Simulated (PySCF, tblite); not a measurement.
# C₉H₁₃N: excited states

Aim: compute the excited states of C₉H₁₃N (`CN(C)C1=C[C@@H]2C=C[C@H]1C2`).

Computed with tblite 0.8.0 and PySCF 2.14.0 and routines of our own; the level stands in each step. Atoms count from 0.

## 1. The starting structure

23 atoms, charge 0, multiplicity 1; geometry from: force field or distance geometry start.

## 2. Relaxing the molecule with GFN2-xTB

What the job is given:

```
{"job": {"kind": "relax", "xc": "GFN2-xTB", "basis": "xTB"}, "charge": 0, "multiplicity": 1}
C     -2.211100     1.059300    -0.494100
N     -1.553200    -0.029800     0.189500
C     -2.374500    -0.827000     1.104100
C     -0.186000    -0.231100     0.085100
C      0.623400    -1.102000     0.754200
C      2.034500    -0.875500     0.245000
C      2.481800     0.523000     0.652000
C      1.698100     1.395000    -0.002000
C      0.735900     0.560000    -0.847900
C      1.694100    -0.572000    -1.211300
H     -2.227800     0.878400    -1.574600
H     -1.714800     2.009200    -0.294900
H     -3.264600     1.181700    -0.159600
H     -2.078100    -1.877300     1.101100
H     -3.439900    -0.791600     0.801200
H     -2.311600    -0.431700     2.133100
H      0.345600    -1.800000     1.516300
H      2.752200    -1.690800     0.386900
H      3.238200     0.758900     1.391900
H      1.689500     2.465800     0.092500
H      0.280400     1.060800    -1.708000
H      2.559800    -0.236700    -1.808500
H      1.223300    -1.399400    -1.728300
```

Started as:

```
OMP_NUM_THREADS=1 python excited_run.py task.json out
```

This one command runs all jobs of the session in turn.

Standard output:

```text
step      E/eV     max force
  0    -782.70043    1.266
  1    -782.75101    0.802
  2    -782.77619    0.374
  3    -782.79962    0.294
  4    -782.81586    0.298
  5    -782.82687    0.368
  6    -782.83493    0.254
  7    -782.84110    0.179
  8    -782.84690    0.171
  9    -782.85068    0.128
 10    -782.85299    0.098
 11    -782.85483    0.092
 12    -782.85673    0.099
 13    -782.85878    0.087
 14    -782.86074    0.100
 15    -782.86236    0.089
 16    -782.86355    0.081
 17    -782.86445    0.068
 18    -782.86522    0.059
 19    -782.86591    0.049
 20    -782.86645    0.046
 21    -782.86690    0.054
 22    -782.86736    0.057
 23    -782.86785    0.053
 24    -782.86830    0.045
 25    -782.86870    0.052
 26    -782.86919    0.058
 27    -782.86992    0.082
 28    -782.87096    0.105
 29    -782.87212    0.086
 30    -782.87315    0.071
 31    -782.87413    0.074
 32    -782.87529    0.092
 33    -782.87669    0.105
 34    -782.87808    0.079
 35    -782.87930    0.076
 36    -782.88051    0.092
 37    -782.88175    0.122
 38    -782.88283    0.097
 39    -782.88355    0.047
 40    -782.88399    0.047
 41    -782.88438    0.065
 42    -782.88481    0.080
 43    -782.88532    0.059
 44    -782.88592    0.068
 45    -782.88641    0.059
 46    -782.88690    0.058
 47    -782.88738    0.047
 48    -782.88787    0.063
 49    -782.88840    0.075
 50    -782.88889    0.053
 51    -782.88930    0.047
 52    -782.88964    0.045
 53    -782.89000    0.055
 54    -782.89039    0.055
 55    -782.89073    0.038
 56    -782.89101    0.035
 57    -782.89131    0.040
 58    -782.89173    0.058
 59    -782.89229    0.061
 60    -782.89288    0.057
 61    -782.89343    0.068
 62    -782.89396    0.056
 63    -782.89455    0.065
 64    -782.89532    0.052
 65    -782.89589    0.054
 66    -782.89636    0.058
 67    -782.89701    0.059
 68    -782.89782    0.073
 69    -782.89789    0.133
 70    -782.89903    0.056
 71    -782.89943    0.054
 72    -782.90077    0.073
 73    -782.90144    0.074
 74    -782.90296    0.080
 75    -782.90398    0.081
 76    -782.90535    0.096
 77    -782.90612    0.149
 78    -782.90778    0.081
 79    -782.90889    0.078
 80    -782.90997    0.091
 81    -782.91068    0.073
 82    -782.91161    0.070
 83    -782.91243    0.059
 84    -782.91319    0.070
 85    -782.91391    0.073
 86    -782.91465    0.074
 87    -782.91551    0.065
 88    -782.91627    0.050
 89    -782.91697    0.053
 90    -782.91766    0.047
 91    -782.91808    0.047
 92    -782.91838    0.038
 93    -782.91865    0.048
 94    -782.91900    0.041
 95    -782.91923    0.040
 96    -782.91941    0.035
 97    -782.91955    0.027
 98    -782.91968    0.024
 99    -782.91980    0.024
100    -782.91993    0.028
101    -782.92010    0.030
102    -782.92034    0.032
103    -782.92066    0.039
104    -782.92107    0.037
105    -782.92142    0.037
106    -782.92174    0.036
107    -782.92197    0.037
108    -782.92229    0.037
109    -782.92265    0.039
110    -782.92286    0.035
111    -782.92300    0.027
112    -782.92316    0.040
113    -782.92335    0.037
114    -782.92354    0.029
115    -782.92366    0.022
116    -782.92374    0.025
117    -782.92388    0.028
118    -782.92406    0.042
119    -782.92431    0.044
120    -782.92453    0.044
121    -782.92471    0.048
122    -782.92486    0.033
123    -782.92502    0.026
124    -782.92519    0.025
125    -782.92537    0.026
126    -782.92553    0.032
127    -782.92568    0.032
128    -782.92587    0.038
129    -782.92607    0.034
130    -782.92628    0.028
131    -782.92644    0.025
132    -782.92657    0.021
133    -782.92669    0.020
134    -782.92683    0.020
135    -782.92696    0.023
136    -782.92706    0.017
137    -782.92712    0.015
138    -782.92716    0.012
139    -782.92719    0.010
```

Wall time 0.88 s (1 thread of Intel Xeon 6975P-C, shared host).

Relaxation path: (not every step is listed)

| step | energy from step 0 (eV) | largest force (eV/Å) |
| --- | --- | --- |
| 0 | 0.0000 | 1.2664 |
| 1 | -0.0506 | 0.8017 |
| 2 | -0.0758 | 0.3735 |
| 3 | -0.0992 | 0.2944 |
| 4 | -0.1154 | 0.2976 |
| 5 | -0.1264 | 0.3678 |
| 6 | -0.1345 | 0.2543 |
| 7 | -0.1407 | 0.1795 |
| 8 | -0.1465 | 0.1707 |
| 20 | -0.1660 | 0.0461 |
| 32 | -0.1749 | 0.0921 |
| 44 | -0.1855 | 0.0679 |
| 56 | -0.1906 | 0.0354 |
| 68 | -0.1974 | 0.0730 |
| 80 | -0.2095 | 0.0912 |
| 92 | -0.2179 | 0.0376 |
| 104 | -0.2206 | 0.0367 |
| 116 | -0.2233 | 0.0252 |
| 128 | -0.2254 | 0.0378 |
| 134 | -0.2264 | 0.0205 |
| 135 | -0.2265 | 0.0230 |
| 136 | -0.2266 | 0.0171 |
| 137 | -0.2267 | 0.0146 |
| 138 | -0.2267 | 0.0122 |
| 139 | -0.2268 | 0.0100 |

Distances of close pairs at the start and the end, largest changes first:

| bond | before (Å) | after (Å) | change (Å) |
| --- | --- | --- | --- |
| C3–C4 | 1.364 | 1.338 | -0.027 |
| C0–H12 | 1.112 | 1.091 | -0.021 |
| N1–C2 | 1.465 | 1.445 | -0.021 |
| C2–H14 | 1.108 | 1.090 | -0.018 |
| C6–C7 | 1.342 | 1.325 | -0.017 |
| C9–H21 | 1.104 | 1.091 | -0.013 |
| C8–C9 | 1.527 | 1.538 | +0.011 |
| C7–C8 | 1.529 | 1.519 | -0.010 |

The end geometry stands in the next job.

## 3. Harmonic vibrations with GFN2-xTB

What the job is given:

```
{"job": {"kind": "ir", "xc": "GFN2-xTB", "basis": "xTB"}, "charge": 0, "multiplicity": 1}
C     -2.129751     1.191890    -0.251213
N     -1.583123    -0.123693    -0.005612
C     -2.314409    -0.868194     0.993154
C     -0.212574    -0.269617     0.011140
C      0.576772    -1.030178     0.777733
C      2.001783    -0.842711     0.276278
C      2.352328     0.608401     0.567341
C      1.576685     1.359734    -0.200490
C      0.702842     0.416390    -1.008849
C      1.711653    -0.723963    -1.227626
H     -1.554552     1.702399    -1.018082
H     -2.129137     1.813435     0.655164
H     -3.159356     1.088001    -0.597824
H     -1.973678    -1.901431     0.986611
H     -3.375045    -0.845528     0.742439
H     -2.184421    -0.458769     2.004023
H      0.327497    -1.635924     1.625578
H      2.723679    -1.586767     0.601561
H      3.070246     0.917110     1.304030
H      1.503521     2.430369    -0.245259
H      0.223944     0.828635    -1.892437
H      2.576735    -0.422094    -1.819473
H      1.263608    -1.620510    -1.654287
```

Standard output:

```text
mode    cm-1     km/mol
  1      72.0      0.82
  2     104.5      3.61
  3     161.7      0.39
  4     179.8      0.38
  5     245.0      3.93
  6     297.9     13.40
  7     342.3      0.24
  8     413.0      0.42
  9     444.2      1.99
 10     458.9      2.61
 11     501.2      1.61
 12     589.7      7.28
 13     623.7      3.08
 14     700.4     17.15
 15     737.2      2.89
 16     780.6     11.28
 17     804.5      9.63
 18     837.9      1.20
 19     882.7      1.30
 20     934.8      1.68
 21     961.7      6.72
 22     966.6      1.54
 23     987.6      2.61
 24    1004.7      9.14
 25    1020.0      1.51
 26    1026.3      0.19
 27    1047.7      3.62
 28    1082.6      4.20
 29    1086.4     15.28
 30    1096.0      1.47
 31    1128.6     19.08
 32    1139.4     39.75
 33    1177.4      0.95
 34    1186.8      3.02
 35    1202.9      0.28
 36    1220.9      1.05
 37    1235.2      1.67
 38    1243.4      8.56
 39    1253.9      5.18
 40    1287.8      0.24
 41    1354.7     83.07
 42    1408.8      0.49
 43    1422.1      0.37
 44    1475.7      4.21
 45    1482.3      7.17
 46    1484.4      0.25
 47    1491.3      8.40
 48    1497.3      2.43
 49    1649.8     13.61
 50    1685.6    193.10
 51    2878.7     46.18
 52    2886.9     94.20
 53    2978.5     74.12
 54    2987.7     37.25
 55    2997.8     44.63
 56    3003.1     48.71
 57    3016.3     64.22
 58    3016.4     67.54
 59    3030.4     22.49
 60    3056.3     22.59
 61    3126.9     26.14
 62    3144.4     68.34
 63    3161.5     47.01
```

Run time: 0.81 s. Hardware: 1 thread of Intel Xeon 6975P-C, shared host.

The strongest bands and the atoms that carry them (share of the mass-weighted mode):

| cm⁻¹ | km/mol | atoms |
| --- | --- | --- |
| 1355 | 83.1 | N1 37 %, C3 25 % |
| 1686 | 193.1 | C3 54 %, C4 30 % |
| 2887 | 94.2 | H15 86 % |
| 2978 | 74.1 | H21 90 % |
| 3003 | 48.7 | H14 92 % |
| 3016 | 64.2 | H20 89 % |
| 3016 | 67.5 | H17 89 % |
| 3144 | 68.3 | H18 50 %, H19 41 % |

## 4. Excited states: TDA BHandHLYP/def2-SVP

Settings changed since step 3:

```diff
@@ -1,2 +1,2 @@
-{"job": {"kind": "ir", "xc": "GFN2-xTB", "basis": "xTB"}, "charge": 0, "multiplicity": 1}
+{"job": {"kind": "states", "xc": "BHandHLYP", "basis": "def2-SVP", "tda": true, "soc": true, "nstates": 5, "ntriplets": 5, "nquad": 4}, "charge": 0, "multiplicity": 1}
 C     -2.129751     1.191890    -0.251213
```

Method: TDA BHandHLYP/def2-SVP excited states, vertical, gas phase, spin-orbit mean-field couplings.

Standard output:

```text
coarse grid: 18896 points
cycle   1  E = -404.7946972353  dE =  2.094e+00  |g| = 3.897e-01  |ddm| = 5.128e+00
cycle   2  E = -404.8218203912  dE = -2.712e-02  |g| = 2.931e-01  |ddm| = 9.561e-01
cycle   3  E = -404.8409550485  dE = -1.913e-02  |g| = 1.044e-01  |ddm| = 5.090e-01
cycle   4  E = -404.8432921741  dE = -2.337e-03  |g| = 4.508e-02  |ddm| = 1.686e-01
cycle   5  E = -404.8437933984  dE = -5.012e-04  |g| = 5.443e-03  |ddm| = 6.003e-02
cycle   6  E = -404.8438001592  dE = -6.761e-06  |g| = 2.432e-03  |ddm| = 1.034e-02
final grid: 181704 points
cycle   7  E = -404.8983629924  dE = -3.158e-05  |g| = 4.707e-03  |ddm| = 4.082e-02
cycle   8  E = -404.8983621622  dE =  8.303e-07  |g| = 5.127e-03  |ddm| = 1.297e-02
cycle   9  E = -404.8983686365  dE = -6.474e-06  |g| = 5.911e-04  |ddm| = 6.895e-03
cycle  10  E = -404.8983687131  dE = -7.659e-08  |g| = 2.356e-04  |ddm| = 9.513e-04
cycle  11  E = -404.8983687265  dE = -1.341e-08  |g| = 6.891e-05  |ddm| = 3.664e-04
cycle  12  E = -404.8983687277  dE = -1.257e-09  |g| = 1.868e-05  |ddm| = 1.024e-04
cycle  13  E = -404.8983687278  dE = -9.345e-11  |g| = 4.786e-06  |ddm| = 2.876e-05
converged SCF energy = -404.8983687278

Singlet excitations
state   eV       nm        f     d(h-e)  d(exc)  Lambda  PR(NTO)  |dmu|/D   mu/D   main configurations
  1   5.0362   246.2   0.03867   1.376   3.054   0.645   1.032    4.343    5.117   H->L 0.96
  2   6.3938   193.9   0.02350   0.637   3.503   0.467   1.405    2.371    1.218   H->L+1 0.74, H-1->L 0.14
  3   6.5342   189.7   0.02831   0.520   3.157   0.659   1.933    1.908    1.035   H-1->L 0.60, H->L+1 0.19
  4   7.0297   176.4   0.09131   0.762   3.563   0.552   1.299    2.585    3.560   H->L+2 0.78
  5   7.2116   171.9   0.23101   0.406   3.257   0.626   1.362                     H->L+3 0.69, H-1->L 0.09

Triplet excitations (Tamm-Dancoff)
state   eV     d(h-e)  d(exc)  Lambda  PR(NTO)   main configurations
  1   3.3799   0.312   2.412   0.647   1.255   H->L 0.69, H-1->L 0.13
  2   3.9633   0.070   2.139   0.665   1.900   H-1->L 0.49, H->L+3 0.17, H->L+2 0.11
  3   5.8368   1.530   3.170   0.614   1.307   H->L+3 0.24, H->L 0.20, H-1->L 0.20
  4   6.3778   1.106   3.687   0.433   1.071   H->L+1 0.76
  5   6.9177   0.313   3.540   0.541   1.316   H->L+2 0.49, H->L+3 0.21
S1 - T1 = 1.6562 eV

Spin-orbit couplings |<S|Hso|T>| (cm-1)
             T1       T2       T3       T4       T5
S0        1.307    1.771    3.658    3.511    2.579
S1        2.799    1.516    5.977    1.566    0.867
S2        4.601    0.485    1.624    0.557    0.404
S3        6.216    0.624    2.658    0.366    0.964
S4        0.982    0.549    0.759    0.546    0.324
S5        0.572    0.882    2.289    0.635    0.741
T1 sublevels (cm-1): 0.000 0.000 0.001   radiative rates (1/s): 0.212 0.74 0.972
```

It took 34 s on 1 thread of Intel Xeon 6975P-C, shared host; peak memory 0.92 GiB.

From this job:

| quantity | value |
| --- | --- |
| S1 less T1 | 1.66 eV |

## 5. Outcome

```
                                   quantity                  value
  strongest single infrared mode (GFN2-xTB)  1686 cm⁻¹, 193 km/mol
               zero-point energy (GFN2-xTB)         124.0 kcal/mol
S1 less T1 (step 4, TDA BHandHLYP/def2-SVP)                1.66 eV
```

What this shows: No mode is imaginary among the 63: a minimum at this level. The strongest single mode, at 1686 cm⁻¹, moves mainly C3 and C4. GFN2-xTB is a fitted tight-binding method: band positions and strengths are rough. Its intensities can rank the bands wrongly. In step 4, the number of triplets below S1 is 2, and the largest singlet-triplet spin-orbit coupling is S3–T1, 6.22 cm⁻¹.
